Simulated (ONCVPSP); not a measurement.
# An ONCV potential for rhodium, from input to tests

Task: generate the file, and judge it by its errors in other configurations, its logarithmic derivatives, its ghosts and its cutoff.

Method: ONCVPSP 4.0.1.1 (patched build), PBE, scalar-relativistic.

## (1) Starting point

The settings as typed:

- element: rhodium (Rh, Z = 45)
- type: optimised norm-conserving Vanderbilt (ONCV)
- frozen core: [Ar] 3d10
- valence charge: 17
- reference configuration: 4s2 4p6 4d8 5s1
- partial waves: 4s+5s: rc 1.90 bohr, ncon 4, nbas 8, qcut 8.1 1/bohr, 2 projectors; 4p: rc 1.50 bohr, ncon 4, nbas 7, qcut 10.7 1/bohr, 2 projectors, debl 0.5 Ha; 4d: rc 1.80 bohr, ncon 4, nbas 9, qcut 7.8 1/bohr, 1 projector; f scattering state at 0.05 Ha: rc 1.65 bohr, ncon 4, nbas 7, qcut 7.7 1/bohr, 3 projectors, debl 1.2 Ha
- local potential: polynomial inside 1.45 bohr (lpopt 5, dvloc0 4 Ha)
- core correction: not asked for

## (2) Generation

Input file Rh.dat:

```
# ATOM AND REFERENCE CONFIGURATION
# atsym  z   nc   nv     iexc    psfile
  Rh 45.00    6    4        4      upf
#
#   n    l    f
    1    0    2.00
    2    0    2.00
    2    1    6.00
    3    0    2.00
    3    1    6.00
    3    2   10.00
    4    0    2.00
    4    1    6.00
    4    2    8.00
    5    0    1.00
#
# PSEUDOPOTENTIAL AND OPTIMIZATION
# lmax
    3
#
#   l,   rc,      ep,       ncon, nbas, qcut
    0    1.90    0.00    4    8    8.10
    1    1.50    0.00    4    7   10.70
    2    1.80    0.00    4    9    7.80
    3    1.65    0.05    4    7    7.70
#
# LOCAL POTENTIAL
# lloc, lpopt,  rc(5),   dvloc0
    4    5    1.45    4.00
#
# VANDERBILT-KLEINMAN-BYLANDER PROJECTORs
# l, nproj, debl
    0    2    3.20
    1    2    0.50
    2    1    0.40
    3    3    1.20
#
# MODEL CORE CHARGE
# icmod, fcfact, rcfact
    0    0.00    0.00
#
# LOG DERIVATIVE ANALYSIS
# epsh1, epsh2, depsh
   -5.00    5.00    0.04
#
# OUTPUT GRID
# rlmax, drl
    6.00    0.01
#
# TEST CONFIGURATIONS
# ncnf
    4
# nvcnf
#   n    l    f
    4
    4    0    2.00
    4    1    6.00
    4    2    8.00
    5    0    0.00
#
    4
    4    0    2.00
    4    1    6.00
    4    2    7.00
    5    0    0.00
#
    4
    4    0    2.00
    4    1    6.00
    4    2    6.00
    5    0    0.00
#
    4
    4    0    1.00
    4    1    6.00
    4    2    8.00
    5    0    1.00
#
```

Started as:

```
oncvpsp.x < Rh.dat > Rh.out
```

What does the calculation give? Wanted: cutoffs for 1 and 0.1 mHa per electron, occupied waves; bound ghosts; GHOST(+) flags; largest test error; largest phase difference near zero energy, channels read; projector energies reset by the program.

The runs gave:

| quantity | value |
| --- | --- |
| cutoffs for 1 and 0.1 mHa per electron, occupied waves | 32 Ha and 39 Ha |
| bound ghosts | p at -101.59 eV |
| GHOST(+) flags | f at 1984 eV |
| largest test error (AE − PS) | -386 meV, for 4s1 4p6 4d8 5s1 |
| largest phase difference near zero energy, channels read | 0.002 rad |
| projector energies reset by the program | p: -1.853, 0.250 Ha |

What this shows: A bound ghost (p) makes it unfit for use: electrons can fall into a state that the atom doesn't have. The worst unpolarised test, 4s1 4p6 4d8 5s1, is off by 386 meV on 89.0 eV; by total energies transferability rates as poor. That test lies far up in energy; among those under 40 eV, nearer to bonding, the largest error is 6.2 meV. It counts as of middling hardness, with 32 Ha needed at the looser tolerance. At the looser tolerance the 4p wave is the slowest; 4d needs 23 Ha. Near zero energy the phases of the channels with partial waves agree within 0.002 rad. The pseudo curves have a pole with no partner nearby in the atom's: p at -3.72 Ha. The program also flags highly localised states, GHOST(+) (f). These are tests on the free atom; a crystal test is still owed.
